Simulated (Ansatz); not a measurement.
# CH7ClOSi2: a ladder of functionals and wavefunction methods

The task here is to estimate one member of a computed series from the others.

Program: Ansatz 0.2.0, Gaussian basis. Level of theory: functionals in def2-TZVPP, the program's frozen cores in correlated methods. These are calculated values, not measurements.

The runs, in order: LDA (SPW92), PBE-D4, revPBE-D4, BLYP-D4, r2SCAN-D4, B97M-V, PBE0-D4, B3LYP-D4, r2SCANh-D4, r2SCAN0-D4, HSE06-D4, BHLYP-D4, CAM-B3LYP-D4, LC-ωPBE, ωB97X-V, ωB97M-V, B2PLYP, PBE-QIDH; CCSD(T)/def2-SVP; CCSD(T)/def2-TZVPP; MP2/def2-QZVPP; extrapolation to the limit; RPA on PBE.

## The geometry

An earlier PBE0-D4 in a triple-zeta def2 set relaxation fixed the geometry.

SMILES `C[Si](O)([SiH3])Cl`, 12 atoms, charge 0, spin multiplicity 1.

Atoms are counted from 1 here; the program's logs count them from 0.

Bond lengths: C1–Si2 1.859 Å, C1–H6 1.092 Å, C1–H7 1.093 Å, C1–H8 1.093 Å, Si2–O3 1.642 Å, Si2–Si4 2.338 Å, Si2–Cl5 2.077 Å, O3–H9 0.959 Å, Si4–H10 1.488 Å, Si4–H11 1.488 Å, Si4–H12 1.485 Å. Angles: Si2–C1–H6 110.6°, Si2–C1–H7 110.7°, Si2–C1–H8 110.3°, H6–C1–H7 108.0°, H6–C1–H8 108.6°, H7–C1–H8 108.5°, C1–Si2–O3 112.3°, C1–Si2–Si4 114.8°, C1–Si2–Cl5 106.4°, O3–Si2–Si4 106.3°, O3–Si2–Cl5 109.1°, Si4–Si2–Cl5 107.8°, Si2–O3–H9 118.4°, Si2–Si4–H10 110.5°, Si2–Si4–H11 109.0°, Si2–Si4–H12 110.2°, H10–Si4–H11 108.5°, H10–Si4–H12 109.3° and more.

Set-up of the first run:

Contents of in.yaml:

```yaml
crystal:
  periodic: [false, false, false]
  atoms:
    - {symbol: C, position_ang: [-1.213070, 1.191472, -0.342298]}
    - {symbol: Si, position_ang: [0.423960, 0.319900, -0.219634]}
    - {symbol: O, position_ang: [1.028181, -0.081370, -1.693157]}
    - {symbol: Si, position_ang: [0.391586, -1.651662, 1.036616]}
    - {symbol: Cl, position_ang: [1.724413, 1.644455, 0.711995]}
    - {symbol: H, position_ang: [-1.591917, 1.439819, 0.651701]}
    - {symbol: H, position_ang: [-1.114276, 2.122019, -0.907864]}
    - {symbol: H, position_ang: [-1.945638, 0.555086, -0.845308]}
    - {symbol: H, position_ang: [1.239001, 0.625037, -2.306999]}
    - {symbol: H, position_ang: [-0.513507, -2.653856, 0.410873]}
    - {symbol: H, position_ang: [-0.112418, -1.346651, 2.402862]}
    - {symbol: H, position_ang: [1.760685, -2.219548, 1.135212]}
basis:
  gaussian: {orbitals: def2-TZVPP}
hamiltonian: {xc: lda}
output: {orbitals: {seedname: orbitals}}
```

Launch:

```bash
$ ansatz run in.yaml --threads 4 --pin off --events-out ev --progress --plain --max-ram 10444MiB
```

Among the steps run: LDA; PBE-D4 (GGA); revPBE-D4 (GGA); BLYP-D4 (GGA); r2SCAN-D4 (meta-GGA); B97M-V (meta-GGA); PBE0-D4 (hybrid); B3LYP-D4 (hybrid); r2SCANh-D4 (hybrid); r2SCAN0-D4 (hybrid); HSE06-D4 (hybrid); BHLYP-D4 (hybrid); CAM-B3LYP-D4 (range-separated); LC-ωPBE (range-separated); ωB97X-V (range-separated); ωB97M-V (range-separated); B2PLYP (double hybrid); PBE-QIDH (double hybrid).

One of the session's tables, all rows but one given; the rest of the session is left out.

It belongs to the step «Orbital energies across the functionals». 

```
  functional  HOMO (eV)  gap (eV)
 LDA (SPW92)      -6.82      5.81
      PBE-D4      -6.72      5.90
   revPBE-D4      -6.68      5.94
     BLYP-D4      -6.60      5.91
   r2SCAN-D4      -7.00      6.51
      B97M-V          ?         ?
     PBE0-D4      -7.92      7.97
    B3LYP-D4      -7.73      7.57
  r2SCANh-D4      -7.44      7.25
  r2SCAN0-D4      -8.10      8.35
    HSE06-D4      -7.53      7.20
    BHLYP-D4      -9.03      9.99
CAM-B3LYP-D4      -9.23     10.31
     LC-ωPBE     -10.53     12.78
     ωB97X-V     -10.21     12.31
     ωB97M-V      -9.98     11.76
```

**Question.** Estimate the row for B97M-V.

As computed: HOMO (eV): -7.11; gap (eV): 6.41. In the column «HOMO (eV)» it lies between r2SCANh-D4 (-7.44) and r2SCAN-D4 (-7.00).
